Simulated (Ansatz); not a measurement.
Runs of Ansatz 0.2.0 on ZnHgO2. Symmetry: P4/mmm, No. 123, tetragonal system. The conventional cell has a = 4.009 Å, b = 4.009 Å, c = 3.305 Å, α = 90.00°, β = 90.00°, γ = 90.00°. Around Zn (site symmetry 4/mmm) lie 4 O at 2.00 Å. Around Hg (site symmetry 4/mmm) lie 8 O at 2.60 Å. O (site symmetry mmm) has 2 Zn at 2.00 Å as nearest neighbours. The cell was built by a generator and needn't be a form met in nature.

| level | gap on the mesh (eV) | pressure (GPa) | relaxed volume (Å³/atom) |
| --- | --- | --- | --- |
| PBE | none | 0.0 | (a) |
| RPBE+D4 | none | 0.0 | 12.99 |
| RPBE | none | 0.0 | 13.82 |
| RPBE+D3(BJ) | none | 0.0 | 11.68 |

Alike in all rows: task relaxation of cell and atoms; potentials or basis Ansatz PAW; no spin polarisation; cell relaxed; k mesh 5 × 5 × 6; cutoff (eV) 420; smearing fermi-dirac 0.05 eV.

Fill in the values left out.

(a) 13.29.

Caveats: the plane-wave basis is chosen anew once the cell has moved, so the energies of steps on either side of that aren't comparable; the PAW data sets come from PBE, with cores solved anew for the run's functional, which leaves a small shift of forces and pressure (some runs); pairwise dispersion overbinds metals, which lowers pressure and volume (some runs).

A k mesh can miss the band edges, and the runs leave out spin-orbit coupling on Hg.

A gap of «none» marks a metal or a gap under the smearing width.
